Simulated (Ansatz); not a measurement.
**C2H2FSi (SMILES C#C[SiH]F): UCAM-B3LYP/def2-SVPD**

Aim: the vertical electron affinity of C2H2FSi at UCAM-B3LYP/def2-SVPD, from 2 runs. 

The calculation is run with Ansatz 0.2.0.

46 further runs of the same task are left out: 46 set aside as unsound or not needed.

## 1. Starting point

C2H2FSi has 6 atoms, charge 0, and is taken as a doublet. SMILES: `C#C[SiH]F`. The shape is that of a PBE0-D4/def2-TZVP optimisation.

Bond lengths: C1–C2 1.209 Å, C2–Si3 1.806 Å, Si3–F4 1.599 Å, C1–H5 1.066 Å, Si3–H6 1.485 Å. Angles: C1–C2–Si3 173.2°, C2–Si3–F4 109.8°, C2–C1–H5 179.1°, C2–Si3–H6 111.2°, F4–Si3–H6 108.3°.

## 2. The energy at UCAM-B3LYP/def2-SVPD

Input file input.yaml:

```yaml
crystal:
  periodic: [false, false, false]
  atoms:
    - {symbol: C, position_ang: [0.118100, -0.680000, -1.605700]}
    - {symbol: C, position_ang: [0.120400, -0.213700, -0.490100]}
    - {symbol: Si, position_ang: [0.338300, 0.466700, 1.168800]}
    - {symbol: F, position_ang: [-0.478000, -0.412300, 2.226800]}
    - {symbol: H, position_ang: [0.100300, -1.089200, -2.590300]}
    - {symbol: H, position_ang: [-0.157100, 1.864400, 1.244300]}
basis:
  gaussian:
    orbitals: def2-SVPD
magnetization:
  spin_polarized: true
  initial_magnetization: 1
hamiltonian:
  xc: {name: CAM-B3LYP}
accuracy: high
output: {orbitals: {seedname: orbitals}}
```

Launch:

```sh
ansatz run input.yaml --threads 1 --pin off --max-ram 3480MiB --events-out events.jsonl --progress --plain --runs-dir runs
```

What it wrote:

```text
Warning: RAYON_NUM_THREADS=1 ignored (pool sized by the plan → 1); use --threads N
Functional definition: CAM-B3LYP
  name "CAM-B3LYP"
  parameter alpha = 0.19
  parameter beta = 0.46
  parameter omega = 0.33/bohr
  parameter ac = 0.81
  exchange = (1 - alpha - beta)*b88_x + beta*b88_x_sr(omega) + alpha*exact_x + beta*exact_x_lr(omega)
  correlation = (1 - ac)*vwn5_c + ac*lyp_c
1967 factors; integrals over basis functions are off by at most 3.7e-9 eV
492 factors; integrals over basis functions are off by at most 2.1e-9 eV
mean field evaluation 1: about -12686.6632 eV, gradient 3.2e1 eV
mean field evaluation 2: about -12685.9521 eV, gradient 3.7e1 eV
mean field evaluation 4: about -12691.5506 eV, gradient 2.4e0 eV
mean field evaluation 8: about -12691.6903 eV, gradient 2.9e-1 eV
mean field evaluation 16: about -12691.6914 eV, gradient 1.3e-3 eV
mean field evaluation 32: about -12691.6914 eV, gradient 3.1e-8 eV
mean field -12691.69143483 eV, -466.4110574926 hartree, gradient 3.1e-8 eV, S^2 0.755229; 0 other end points of the search recorded, 0 dependent functions left out
reference -12691.69145381 eV, -466.4110581902 hartree; 19, 18 occupied and 84, 85 virtual orbitals, 1967 factors
Total energy: -12691.69145381 eV, -466.4110581902 hartree
```

Wall time 16 s (1 thread of Arm Neoverse V1, shared host); peak memory 0.5 GiB.

## 3. The singlet anion at the same level

Input file in.yaml:

```yaml
basis:
  gaussian: {orbitals: def2-SVPD}
crystal:
  periodic: [false, false, false]
  atoms:
    - {symbol: C, position_ang: [0.118100, -0.680000, -1.605700]}
    - {symbol: C, position_ang: [0.120400, -0.213700, -0.490100]}
    - {symbol: Si, position_ang: [0.338300, 0.466700, 1.168800]}
    - {symbol: F, position_ang: [-0.478000, -0.412300, 2.226800]}
    - {symbol: H, position_ang: [0.100300, -1.089200, -2.590300]}
    - {symbol: H, position_ang: [-0.157100, 1.864400, 1.244300]}
total_charge: -1
hamiltonian: {xc: {name: CAM-B3LYP}}
accuracy: high
output: {orbitals: {seedname: orbitals}}
```

Launch:

```sh
ansatz run in.yaml --threads 1 --pin off --max-ram 3480MiB --events-out events.jsonl --progress --plain --runs-dir runs
```

What it wrote, shortened:

```text
Warning: RAYON_NUM_THREADS=1 ignored (pool sized by the plan → 1); use --threads N
[... 8 set-up lines as earlier in the session ...]
1968 factors; integrals over basis functions are off by at most 3.7e-9 eV
492 factors; integrals over basis functions are off by at most 2.1e-9 eV
mean field evaluation 1: about -12690.8054 eV, gradient 2.6e1 eV
mean field evaluation 2: about -12691.0102 eV, gradient 2.5e1 eV
mean field evaluation 4: about -12692.5673 eV, gradient 2.2e0 eV
mean field evaluation 8: about -12692.6819 eV, gradient 2.5e-1 eV
mean field evaluation 16: about -12692.6822 eV, gradient 3.3e-4 eV
mean field -12692.68222035 eV, -466.4474681887 hartree, gradient 9.8e-8 eV, S^2 0.000000; 0 other end points of the search recorded, 0 dependent functions left out
reference -12692.68223879 eV, -466.4474688665 hartree; 19, 19 occupied and 84, 84 virtual orbitals, 1968 factors
Total energy: -12692.68223879 eV, -466.4474688665 hartree
```

Run time: 9.3 s. Hardware: 1 thread of Arm Neoverse V1, shared host; peak memory 0.36 GiB.

## 4. Outcome

Level: UCAM-B3LYP/def2-SVPD.

| quantity | value |
| --- | --- |
| doublet C2H2FSi: total energy | -466.41106 Eh |
| doublet C2H2FSi: HOMO energy (highest over α and β) | -7.69 eV |
| doublet C2H2FSi: LUMO energy (lowest over α and β) | -1.87 eV |
| doublet C2H2FSi: ⟨S²⟩ | 0.755 |
| singlet anion: total energy | -466.44747 Eh |
| singlet anion: HOMO energy | -0.19 eV |
| singlet anion: LUMO energy | 5.14 eV |
| singlet anion: HOMO–LUMO gap (to an unbound level, set by the basis) | 5.32 eV |
| vertical electron affinity (to the singlet anion) | 0.991 eV |

**Reading.** At fixed nuclei the extra electron is bound by 0.99 eV (95.6 kJ/mol).
